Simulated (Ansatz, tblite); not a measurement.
**SnH2Me(SiH3) (CH8SiSn): charged states by level of theory**

What does removing or adding an electron cost or gain for SnH2Me(SiH3) (CH8SiSn)? Each charged state is run at several levels.

The runs use Ansatz 0.2.0, Gaussian basis; as each input shows.

The runs, in order: charge +1 doublet, at the geometry of the singlet (PBE0-D4/def2-TZVP, PBE-D4/def2-TZVP, r2SCAN-D4/def2-TZVP); charge -1 doublet, at the geometry of the singlet (PBE0-D4/def2-TZVPD, PBE-D4/def2-TZVPD, r2SCAN-D4/def2-TZVPD); the starting singlet's energies come from earlier runs.

4 further runs of the same task are left out: 4 set aside as unsound or not needed.

## Step 1: The geometry

The geometry is that of the singlet, from an earlier relaxation (r2SCAN-D4/def2-SVP).

11 atoms, charge 0, spin multiplicity 1.

Atoms are counted from 1 here; the program's logs count them from 0.

Bond lengths: Sn1–H2 1.720 Å, Sn1–H3 1.720 Å, Sn1–C4 2.162 Å, Sn1–Si8 2.573 Å, C4–H5 1.100 Å, C4–H6 1.099 Å, C4–H7 1.100 Å, Si8–H9 1.496 Å, Si8–H10 1.495 Å, Si8–H11 1.496 Å. Angles: H2–Sn1–H3 107.7°, H2–Sn1–C4 108.8°, H2–Sn1–Si8 109.8°, H3–Sn1–C4 108.7°, H3–Sn1–Si8 109.9°, C4–Sn1–Si8 111.8°, Sn1–C4–H5 109.6°, Sn1–C4–H6 110.3°, Sn1–C4–H7 110.2°, H5–C4–H6 108.9°, H5–C4–H7 108.9°, H6–C4–H7 109.1°, Sn1–Si8–H9 110.6°, Sn1–Si8–H10 110.6°, Sn1–Si8–H11 110.6°, H9–Si8–H10 108.4°, H9–Si8–H11 108.2°, H10–Si8–H11 108.4°.

Sn takes a core potential in the def2 sets. No spin-orbit coupling is included.

## Step 2: Charge +1 doublet at the fixed geometry, first pass, PBE0-D4/def2-SVP

Contents of in.yaml:

```yaml
crystal:
  periodic: [false, false, false]
  atoms:
    - {symbol: Sn, position_ang: [0.749422, 0.151786, 0.530838]}
    - {symbol: H, position_ang: [0.777095, 0.162881, 2.250219]}
    - {symbol: H, position_ang: [2.379248, 0.172835, -0.017206]}
    - {symbol: C, position_ang: [-0.240316, 1.945008, -0.162753]}
    - {symbol: H, position_ang: [0.283328, 2.829701, 0.228056]}
    - {symbol: H, position_ang: [-1.282300, 1.964506, 0.187572]}
    - {symbol: H, position_ang: [-0.230081, 1.982482, -1.261602]}
    - {symbol: Si, position_ang: [-0.427478, -1.976171, -0.309215]}
    - {symbol: H, position_ang: [-1.820666, -2.055310, 0.229799]}
    - {symbol: H, position_ang: [0.316180, -3.197061, 0.127504]}
    - {symbol: H, position_ang: [-0.504442, -1.980658, -1.803212]}
basis:
  gaussian: {orbitals: def2-SVP}
total_charge: 1
magnetization: {spin_polarized: true, initial_magnetization: 1}
hamiltonian: {xc: pbe0, dispersion: d4}
output: {orbitals: {seedname: orbitals}}
```

On the command line:

```bash
> ansatz run in.yaml --threads 4 --pin off --events-out ev --progress --plain --max-ram 3916MiB
```

What it wrote:

```text
Functional definition: PBE0
  name "PBE0"
  cite "Adamo & Barone, J. Chem. Phys. 110, 6158 (1999) doi:10.1063/1.478522"
  cite "Perdew, Burke & Ernzerhof, Phys. Rev. Lett. 77, 3865 (1996) doi:10.1103/PhysRevLett.77.3865"
  parent pbe
  parameter a = 0.25
  parameter kappa = 0.804
  parameter beta = 0.06672455060314922
  exchange = (1 - a)*pbe_x(kappa = kappa, mu = beta*pi^2/3) + a*exact_x
  correlation = pbe_c(beta = beta)
1069 factors; integrals over basis functions are off by at most 1.3e-3 eV
mean field evaluation 1: about -14849.3578 eV, gradient 4.1e1 eV
mean field evaluation 2: about -14828.6446 eV, gradient 5.9e1 eV
mean field evaluation 4: about -14858.0759 eV, gradient 2.9e0 eV
mean field evaluation 8: about -14858.2594 eV, gradient 5.3e-1 eV
mean field evaluation 16: about -14858.2852 eV, gradient 1.1e-2 eV
mean field evaluation 32: about -14858.0941 eV, gradient 7.4e-1 eV
mean field -14858.28516841 eV, -546.0319086316 hartree, gradient 3.9e-5 eV, S^2 0.754856; 4 other end points of the search recorded, 0 dependent functions left out
reference -14858.28520040 eV, -546.0319098072 hartree; 25, 24 occupied and 73, 74 virtual orbitals, 1069 factors
Total energy: -14858.43516022 eV, -546.0374207289 hartree
```

Wall time 13 s (4 threads of Intel Xeon at 2.50GHz, shared host).

From the report: HOMO -13.54 eV, LUMO -11.53 eV (over both spins); ⟨S²⟩ 0.755 (pure: 0.75).

## Step 3: Charge +1 doublet at the fixed geometry, PBE0-D4/def2-TZVP

start.molden holds the orbitals of an earlier run on this state, given as this run's starting guess.

in.yaml: that of step 2 with these lines changed.

```diff
@@ -15,3 +15,3 @@
 basis:
-  gaussian: {orbitals: def2-SVP}
+  gaussian: {orbitals: def2-TZVP, initial_orbitals: start.molden}
 total_charge: 1
@@ -19,2 +19,3 @@
 hamiltonian: {xc: pbe0, dispersion: d4}
+scf: {omitted_lower_state_checks: [starts]}
 output: {orbitals: {seedname: orbitals}}
```

Launched as before.

What it wrote:

```text
Functional definition: PBE0
  name "PBE0"
  cite "Adamo & Barone, J. Chem. Phys. 110, 6158 (1999) doi:10.1063/1.478522"
  cite "Perdew, Burke & Ernzerhof, Phys. Rev. Lett. 77, 3865 (1996) doi:10.1103/PhysRevLett.77.3865"
  parent pbe
  parameter a = 0.25
  parameter kappa = 0.804
  parameter beta = 0.06672455060314922
  exchange = (1 - a)*pbe_x(kappa = kappa, mu = beta*pi^2/3) + a*exact_x
  correlation = pbe_c(beta = beta)
these checks for a lower state are left out or cut short: starts
1261 factors; their error is unknown
mean field evaluation 1: about -14861.2094 eV, gradient 5.4e1 eV
mean field evaluation 2: about -14862.4551 eV, gradient 1.6e0 eV
mean field evaluation 4: about -14862.5699 eV, gradient 2.1e-1 eV
mean field evaluation 8: about -14862.5700 eV, gradient 2.2e-5 eV
mean field -14862.56999614 eV, -546.1893731465 hartree, gradient 2.7e-5 eV, S^2 0.755726; 0 other end points of the search recorded, 0 dependent functions left out
reference -14862.57003794 eV, -546.1893746827 hartree; 25, 24 occupied and 141, 142 virtual orbitals, 1261 factors
Total energy: -14862.71999776 eV, -546.1948856043 hartree
Checks for a lower state left out: starts
```

Run time: 15 s. Hardware: 4 threads of Intel Xeon at 2.50GHz, shared host.

From the report: HOMO -13.48 eV, LUMO -11.41 eV (over both spins); ⟨S²⟩ 0.756 (pure: 0.75).

## Step 4: Charge +1 doublet at the fixed geometry, PBE-D4/def2-TZVP

in.yaml: that of step 3 with these lines changed.

```diff
@@ -18,3 +18,3 @@
 magnetization: {spin_polarized: true, initial_magnetization: 1}
-hamiltonian: {xc: pbe0, dispersion: d4}
+hamiltonian: {xc: pbe, dispersion: d4}
 scf: {omitted_lower_state_checks: [starts]}
```

Same command.

What it wrote:

```text
Functional definition: PBE
  name "PBE"
  cite "Perdew, Burke & Ernzerhof, Phys. Rev. Lett. 77, 3865 (1996) doi:10.1103/PhysRevLett.77.3865"
  parent pbe
  parameter kappa = 0.804
  parameter beta = 0.06672455060314922
  exchange = pbe_x(kappa = kappa, mu = beta*pi^2/3)
  correlation = pbe_c(beta = beta)
these checks for a lower state are left out or cut short: starts
1172 factors; their error is unknown
mean field evaluation 1: about -14861.1804 eV, gradient 6.0e0 eV
mean field evaluation 2: about -14861.2800 eV, gradient 1.2e-1 eV
mean field evaluation 4: about -14861.2559 eV, gradient 1.2e-3 eV
mean field -14861.25592026 eV, -546.1410817484 hartree, gradient 2.5e-5 eV, S^2 0.752807; 0 other end points of the search recorded, 0 dependent functions left out
reference -14861.25597599 eV, -546.1410837965 hartree; 25, 24 occupied and 141, 142 virtual orbitals, 1172 factors
Total energy: -14861.43092996 eV, -546.1475132365 hartree
Checks for a lower state left out: starts
```

It took 9.1 s on 4 threads of Intel Xeon at 2.50GHz, shared host.

From the report: HOMO -12.48 eV, LUMO -12.10 eV (over both spins); ⟨S²⟩ 0.753 (pure: 0.75).

## Step 5: Charge +1 doublet at the fixed geometry, r2SCAN-D4/def2-TZVP

in.yaml: that of step 4 with these lines changed.

```diff
@@ -18,3 +18,3 @@
 magnetization: {spin_polarized: true, initial_magnetization: 1}
-hamiltonian: {xc: pbe, dispersion: d4}
+hamiltonian: {xc: r2scan, dispersion: d4}
 scf: {omitted_lower_state_checks: [starts]}
```

Launched as before.

What it wrote:

```text
Functional definition: r2SCAN
  name "r2SCAN"
  cite "Furness, Kaplan, Ning, Perdew & Sun, J. Phys. Chem. Lett. 11, 8208 (2020) doi:10.1021/acs.jpclett.0c02405"
  cite "Furness, Kaplan, Ning, Perdew & Sun, J. Phys. Chem. Lett. 11, 9248 (2020) doi:10.1021/acs.jpclett.0c03077"
  parent r2scan
  parameter k0 = 0.174
  parameter k1 = 0.065
  parameter a1 = 4.9479
  exchange = r2scan_x(k0 = k0, k1 = k1, a1 = a1)
  correlation = r2scan_c
these checks for a lower state are left out or cut short: starts
1172 factors; their error is unknown
mean field evaluation 1: about -14867.9664 eV, gradient 4.3e0 eV
mean field evaluation 2: about -14868.0060 eV, gradient 4.9e-2 eV
mean field evaluation 4: about -14867.9834 eV, gradient 4.3e-4 eV
mean field -14867.98337317 eV, -546.3883110829 hartree, gradient 3.5e-5 eV, S^2 0.756837; 0 other end points of the search recorded, 0 dependent functions left out
reference -14867.98339268 eV, -546.3883117999 hartree; 25, 24 occupied and 141, 142 virtual orbitals, 1172 factors
Total energy: -14868.02527253 eV, -546.3898508561 hartree
Checks for a lower state left out: starts
```

It took 15 s on 4 threads of Intel Xeon at 2.50GHz, shared host.

HOMO -12.69 eV, LUMO -11.96 eV (over both spins); ⟨S²⟩ 0.757 (pure: 0.75).

## Step 6: Vertical ionisation energy

Charged state less starting state, singlet to doublet; the starting state's energies are those of its earlier runs.

```
              level  vertical ionisation energy (eV)  time
   PBE-D4/def2-TZVP                            +9.44  11 s
r2SCAN-D4/def2-TZVP                            +9.51  21 s
  PBE0-D4/def2-TZVP                            +9.61  18 s
```

Times add the two runs; a level without a time comes out of a correlated run.

Beside −ε(HOMO) of the starting state:

```
              level  −ε(HOMO) (eV)  by difference (eV)  mismatch (eV)
   PBE-D4/def2-TZVP           6.68                9.44          -2.76
r2SCAN-D4/def2-TZVP           6.92                9.51          -2.59
  PBE0-D4/def2-TZVP           7.73                9.61          -1.89
```

## Step 7: Charge -1 doublet at the fixed geometry, first pass, PBE0-D4/def2-SVP

in.yaml: that of step 5 with these lines changed.

```diff
@@ -15,7 +15,6 @@
 basis:
-  gaussian: {orbitals: def2-TZVP, initial_orbitals: start.molden}
-total_charge: 1
+  gaussian: {orbitals: def2-SVP}
+total_charge: -1
 magnetization: {spin_polarized: true, initial_magnetization: 1}
-hamiltonian: {xc: r2scan, dispersion: d4}
-scf: {omitted_lower_state_checks: [starts]}
+hamiltonian: {xc: pbe0, dispersion: d4}
 output: {orbitals: {seedname: orbitals}}
```

The command is unchanged.

What it wrote, cut to the lines that bear on the results:

```text
Functional definition: PBE0
  name "PBE0"
  cite "Adamo & Barone, J. Chem. Phys. 110, 6158 (1999) doi:10.1063/1.478522"
  cite "Perdew, Burke & Ernzerhof, Phys. Rev. Lett. 77, 3865 (1996) doi:10.1103/PhysRevLett.77.3865"
  parent pbe
[...]
1069 factors; integrals over basis functions are off by at most 1.3e-3 eV
[...]
mean field -14866.17198714 eV, -546.3217438741 hartree, gradient 2.4e-5 eV, S^2 0.752801; 8 other end points of the search recorded, 0 dependent functions left out
reference -14866.17202577 eV, -546.3217452937 hartree; 26, 25 occupied and 72, 73 virtual orbitals, 1069 factors
Total energy: -14866.39315833 eV, -546.3298717656 hartree
```

Wall time 26 s (4 threads of Intel Xeon at 2.50GHz, shared host).

From the report: HOMO 3.31 eV, LUMO 5.15 eV (over both spins); ⟨S²⟩ 0.753 (pure: 0.75). Doubts: highest occupied level lies above zero.

## Step 8: Charge -1 doublet at the fixed geometry, PBE0-D4/def2-TZVPD

in.yaml: that of step 7 with these lines changed.

```diff
@@ -15,3 +15,3 @@
 basis:
-  gaussian: {orbitals: def2-SVP}
+  gaussian: {orbitals: def2-TZVPD, initial_orbitals: start.molden}
 total_charge: -1
@@ -19,2 +19,3 @@
 hamiltonian: {xc: pbe0, dispersion: d4}
+scf: {omitted_lower_state_checks: [starts]}
 output: {orbitals: {seedname: orbitals}}
```

Same command.

What it wrote, cut to the lines that bear on the results:

```text
Functional definition: PBE0
  name "PBE0"
  cite "Adamo & Barone, J. Chem. Phys. 110, 6158 (1999) doi:10.1063/1.478522"
  cite "Perdew, Burke & Ernzerhof, Phys. Rev. Lett. 77, 3865 (1996) doi:10.1103/PhysRevLett.77.3865"
  parent pbe
[...]
1366 factors; their error is unknown
[...]
mean field -14871.30848500 eV, -546.5105066888 hartree, gradient 7.7e-6 eV, S^2 0.751219; 0 other end points of the search recorded, 0 dependent functions left out
reference -14871.30853421 eV, -546.5105084973 hartree; 26, 25 occupied and 182, 183 virtual orbitals, 1366 factors
Total energy: -14871.52966678 eV, -546.5186349692 hartree
Checks for a lower state left out: starts
```

Wall time 42 s (4 threads of Intel Xeon at 2.50GHz, shared host); peak memory 0.98 GiB.

HOMO 1.87 eV, LUMO 2.85 eV (over both spins); ⟨S²⟩ 0.751 (pure: 0.75). Doubts: highest occupied level lies above zero.

## Step 9: Charge -1 doublet at the fixed geometry, PBE-D4/def2-TZVPD

in.yaml: that of step 8 with these lines changed.

```diff
@@ -18,3 +18,3 @@
 magnetization: {spin_polarized: true, initial_magnetization: 1}
-hamiltonian: {xc: pbe0, dispersion: d4}
+hamiltonian: {xc: pbe, dispersion: d4}
 scf: {omitted_lower_state_checks: [starts]}
```

The command is unchanged.

What it wrote:

```text
Functional definition: PBE
  name "PBE"
  cite "Perdew, Burke & Ernzerhof, Phys. Rev. Lett. 77, 3865 (1996) doi:10.1103/PhysRevLett.77.3865"
  parent pbe
  parameter kappa = 0.804
  parameter beta = 0.06672455060314922
  exchange = pbe_x(kappa = kappa, mu = beta*pi^2/3)
  correlation = pbe_c(beta = beta)
these checks for a lower state are left out or cut short: starts
1261 factors; their error is unknown
mean field evaluation 1: about -14869.9158 eV, gradient 6.0e0 eV
mean field evaluation 2: about -14870.0109 eV, gradient 1.3e-1 eV
mean field evaluation 4: about -14869.9848 eV, gradient 2.4e-2 eV
mean field evaluation 8: about -14869.9848 eV, gradient 2.3e-5 eV
mean field -14869.98479713 eV, -546.4618620567 hartree, gradient 1.0e-5 eV, S^2 0.750621; 0 other end points of the search recorded, 0 dependent functions left out
reference -14869.98486052 eV, -546.4618643864 hartree; 26, 25 occupied and 182, 183 virtual orbitals, 1261 factors
Total energy: -14870.24260663 eV, -546.4713363812 hartree
Checks for a lower state left out: starts
```

Wall time 23 s (4 threads of Intel Xeon at 2.50GHz, shared host).

Report: HOMO 2.10 eV, LUMO 2.33 eV (over both spins); ⟨S²⟩ 0.751 (pure: 0.75). Doubts: highest occupied level lies above zero.

## Step 10: Charge -1 doublet at the fixed geometry, r2SCAN-D4/def2-TZVPD

in.yaml: that of step 9 with these lines changed.

```diff
@@ -18,3 +18,3 @@
 magnetization: {spin_polarized: true, initial_magnetization: 1}
-hamiltonian: {xc: pbe, dispersion: d4}
+hamiltonian: {xc: r2scan, dispersion: d4}
 scf: {omitted_lower_state_checks: [starts]}
```

The command is unchanged.

What it wrote:

```text
Functional definition: r2SCAN
  name "r2SCAN"
  cite "Furness, Kaplan, Ning, Perdew & Sun, J. Phys. Chem. Lett. 11, 8208 (2020) doi:10.1021/acs.jpclett.0c02405"
  cite "Furness, Kaplan, Ning, Perdew & Sun, J. Phys. Chem. Lett. 11, 9248 (2020) doi:10.1021/acs.jpclett.0c03077"
  parent r2scan
  parameter k0 = 0.174
  parameter k1 = 0.065
  parameter a1 = 4.9479
  exchange = r2scan_x(k0 = k0, k1 = k1, a1 = a1)
  correlation = r2scan_c
these checks for a lower state are left out or cut short: starts
1261 factors; their error is unknown
mean field evaluation 1: about -14876.6359 eV, gradient 4.3e0 eV
mean field evaluation 2: about -14876.6812 eV, gradient 7.5e-2 eV
mean field evaluation 4: about -14876.6583 eV, gradient 2.2e-2 eV
mean field evaluation 8: about -14876.6583 eV, gradient 1.1e-5 eV
mean field -14876.65825592 eV, -546.7071071439 hartree, gradient 9.0e-6 eV, S^2 0.752606; 0 other end points of the search recorded, 0 dependent functions left out
reference -14876.65829262 eV, -546.7071084926 hartree; 26, 25 occupied and 182, 183 virtual orbitals, 1261 factors
Total energy: -14876.72289278 eV, -546.7094825048 hartree
Checks for a lower state left out: starts
```

Run time: 42 s. Hardware: 4 threads of Intel Xeon at 2.50GHz, shared host.

HOMO 2.14 eV, LUMO 2.57 eV (over both spins); ⟨S²⟩ 0.753 (pure: 0.75). Doubts: highest occupied level lies above zero.

## Step 11: Vertical electron affinity

Starting state less charged state (positive: the electron is bound), singlet to doublet; the starting state's energies are those of its earlier runs.

```
               level  vertical electron affinity (eV)  time
   PBE-D4/def2-TZVPD                            -0.65  30 s
r2SCAN-D4/def2-TZVPD                            -0.83  50 s
  PBE0-D4/def2-TZVPD                            -0.82  50 s
```

Times add the two runs; a level without a time comes out of a correlated run.

Beside −ε(LUMO) of the starting state:

```
               level  −ε(LUMO) (eV)  by difference (eV)  mismatch (eV)
   PBE-D4/def2-TZVPD           0.94               -0.65          +1.59
r2SCAN-D4/def2-TZVPD           0.56               -0.83          +1.39
  PBE0-D4/def2-TZVPD           0.25               -0.82          +1.07
```

## Step 12: What came out

| quantity | value |
| --- | --- |
| vertical ionisation energy, functionals in def2-TZVP | 9.44 (PBE-D4) to 9.61 eV (PBE0-D4) |
| vertical electron affinity, functionals in def2-TZVPD | -0.83 (r2SCAN-D4) to -0.65 eV (PBE-D4) |

**Reading.** The vertical ionisation energy spans 9.44 to 9.61 eV over the functionals. −ε(HOMO) misses the level's own difference by -1.89 eV at best (PBE0-D4) and -2.76 eV at worst (PBE-D4). The vertical electron affinity spans -0.83 to -0.65 eV over the functionals. A negative affinity means an unbound electron, held by the basis alone. −ε(LUMO) misses the level's own difference by +1.07 eV at best (PBE0-D4) and +1.59 eV at worst (PBE-D4).
